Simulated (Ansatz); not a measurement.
# C3H9GeN: how energies converge with the basis set

How large a basis does C3H9GeN need? Two functionals are run in growing sets.

Program: Ansatz 0.2.0, Gaussian basis. Level of theory: one geometry, several basis sets. These are calculated values, not measurements.

Levels to be run: PBE0-D4/def2-SVP; ωB97M-V/def2-SVP; PBE0-D4/def2-QZVPP; ωB97M-V/def2-QZVPP; the functionals' def2-TZVPP values are taken from earlier runs.

### Step 1. Structure used throughout

An earlier PBE0-D4 in a triple-zeta def2 set relaxation fixed the geometry.

SMILES `C=CC[NH][GeH3]`, 14 atoms, charge 0, spin multiplicity 1.

Atoms are counted from 1 here; the program's logs count them from 0.

Bond lengths: C1–C2 1.325 Å, C1–H6 1.084 Å, C1–H7 1.086 Å, C2–C3 1.493 Å, C2–H8 1.088 Å, C3–N4 1.453 Å, C3–H9 1.098 Å, C3–H10 1.101 Å, N4–Ge5 1.839 Å, N4–H11 1.011 Å, Ge5–H12 1.549 Å, Ge5–H13 1.535 Å, Ge5–H14 1.537 Å. Angles: C2–C1–H6 121.8°, C2–C1–H7 121.2°, H6–C1–H7 117.0°, C1–C2–C3 124.3°, C1–C2–H8 120.3°, C3–C2–H8 115.4°, C2–C3–N4 110.6°, C2–C3–H9 108.9°, C2–C3–H10 109.1°, N4–C3–H9 107.7°, N4–C3–H10 113.9°, H9–C3–H10 106.5°, C3–N4–Ge5 118.6°, C3–N4–H11 111.0°, Ge5–N4–H11 113.6°, N4–Ge5–H12 113.3°, N4–Ge5–H13 107.1°, N4–Ge5–H14 106.8° and more.

As a file:

```xyz
14
charge 0, multiplicity 1
C     0.0204    0.5968   -2.6287
C    -0.5770    0.0932   -1.5584
C    -0.2264    0.4527   -0.1519
N     0.1304   -0.7348    0.6064
Ge    0.2589   -0.6045    2.4365
H    -0.2650    0.3038   -3.6324
H     0.8171    1.3294   -2.5367
H    -1.3627   -0.6508   -1.6679
H    -1.1044    0.9037    0.3290
H     0.5566    1.2271   -0.1617
H     0.9108   -1.2158    0.1793
H     1.2746    0.4671    2.9033
H     0.6890   -1.9829    2.9579
H    -1.1349   -0.2140    2.9542
```

### Step 2. PBE0-D4 in def2-SVP

Input file in.yaml:

```yaml
crystal:
  periodic: [false, false, false]
  atoms:
    - {symbol: C, position_ang: [0.020435, 0.596802, -2.628725]}
    - {symbol: C, position_ang: [-0.577022, 0.093204, -1.558366]}
    - {symbol: C, position_ang: [-0.226440, 0.452671, -0.151863]}
    - {symbol: N, position_ang: [0.130431, -0.734844, 0.606383]}
    - {symbol: Ge, position_ang: [0.258855, -0.604474, 2.436538]}
    - {symbol: H, position_ang: [-0.265001, 0.303828, -3.632372]}
    - {symbol: H, position_ang: [0.817052, 1.329376, -2.536687]}
    - {symbol: H, position_ang: [-1.362749, -0.650849, -1.667889]}
    - {symbol: H, position_ang: [-1.104398, 0.903670, 0.328957]}
    - {symbol: H, position_ang: [0.556638, 1.227124, -0.161657]}
    - {symbol: H, position_ang: [0.910762, -1.215768, 0.179251]}
    - {symbol: H, position_ang: [1.274550, 0.467140, 2.903317]}
    - {symbol: H, position_ang: [0.689027, -1.982937, 2.957856]}
    - {symbol: H, position_ang: [-1.134940, -0.214043, 2.954154]}
basis:
  gaussian: {orbitals: def2-SVP}
hamiltonian: {xc: pbe0, dispersion: d4}
output: {orbitals: {seedname: orbitals}}
```

Started as:

```
$ ansatz run in.yaml --threads 4 --pin off --events-out ev --progress --plain --max-ram 11315MiB
```

Further steps of the session: ωB97M-V in def2-SVP; PBE0-D4 in def2-QZVPP; ωB97M-V in def2-QZVPP.

Before running them: what should the planned runs give, taken together? Wanted: PBE0-D4: double and triple zeta above quadruple; ωB97M-V: double and triple zeta above quadruple.

The runs gave:

| quantity | value |
| --- | --- |
| PBE0-D4: double and triple zeta above quadruple | 13.90, 1.50 eV |
| ωB97M-V: double and triple zeta above quadruple | 14.12, 1.47 eV |

In words: For PBE0-D4 the step from double to triple zeta gains 12.39 eV and the next only 1.50 eV. These are total energies; as a rule much of such shifts cancels in differences, which this series doesn't test. The LUMO of ωB97M-V is positive and keeps falling with the basis (2.31 to 1.57 eV): an unbound level that the basis holds in place.
